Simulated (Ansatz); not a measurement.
What does this script print? It uses Ansatz's Python interface.

The script, `states_c2h3br.py`:
```python
# -*- coding: utf-8 -*-
"""Restricted and unrestricted solutions of C2H3Br, stretched and not."""

import warnings

import ansatz as az
import numpy as np


def main():
    warnings.simplefilter("ignore", az.DeckWarning)

    c2h3br = (
        az.Crystal.molecule()
        .atom("C", (-0.5175, 0.1617, -0.4558))
        .atom("C", (0.4245, 0.0004, 0.3984))
        .atom("Br", (1.1669, -1.6477, 0.7142))
        .atom("H", (-0.9185, -0.5955, -1.0501))
        .atom("H", (-0.9739, 1.1928, -0.6335))
        .atom("H", (0.8606, 0.8243, 0.9807))
    )
    symbols = [site.symbol for site in c2h3br.cartesian_sites]

    start = np.array([site.position_ang for site in c2h3br.cartesian_sites])
    for factor in [1.0, 1.3]:
        xyz = (start - start.mean(axis=0)) * factor
        scaled = az.Crystal.molecule()
        for symbol, place in zip(symbols, xyz):
            scaled = scaled.atom(symbol, place.tolist())
        job = (
            scaled.calculation()
            .basis(gaussian="def2-SVP")
            .functional("b3lyp")
            .spin("collinear")
        )
        for search in ("off", "standard"):
            try:
                report = job.scf(lower_state_search=search).run(threads=1).report
            except az.AnsatzError as error:
                print(f"x{factor} search {search}: {type(error).__name__}")
                continue
            state = report["mean_field"]["state"]
            print(f"all distances x{factor}, search {search:8s} E = {report['free_energy_ev']:.5f} eV  <S^2> = {abs(state['spin_squared']):.3f}  other states met: {len(report['mean_field']['others'])}")


if __name__ == "__main__":
    main()
```

```console
$ python states_c2h3br.py
all distances x1.0, search off      E = -72158.96831 eV  <S^2> = 0.000  other states met: 0
all distances x1.0, search standard E = -72158.96831 eV  <S^2> = 0.000  other states met: 0
all distances x1.3, search off      E = -72152.56590 eV  <S^2> = 0.000  other states met: 0
all distances x1.3, search standard E = -72152.57063 eV  <S^2> = 0.099  other states met: 5
```

Notes:
- Total energies depend on the basis set; only differences at equal settings carry meaning.
- The count of other states can hold repeated and symmetry-equivalent ends of the search; scaling all distances is a test, and for more than two atoms no physical path.
- The geometry comes from a force field and isn't relaxed at this level.
- The expectation value of S² is noticeably off S(S+1) in at least one run, so that state is spin-contaminated.
- b3lyp holds the VWN-RPA fit, as in Gaussian; the form of ORCA and Turbomole is b3lyp5.
- It ran for 16 s on 1 thread of Arm Neoverse V1 (shared host), peak memory 0.27 GiB.

(A comment or docstring line of the script was reworded after the run, the code is as it ran; lines on the test bed's own set-up are left out of the output.)
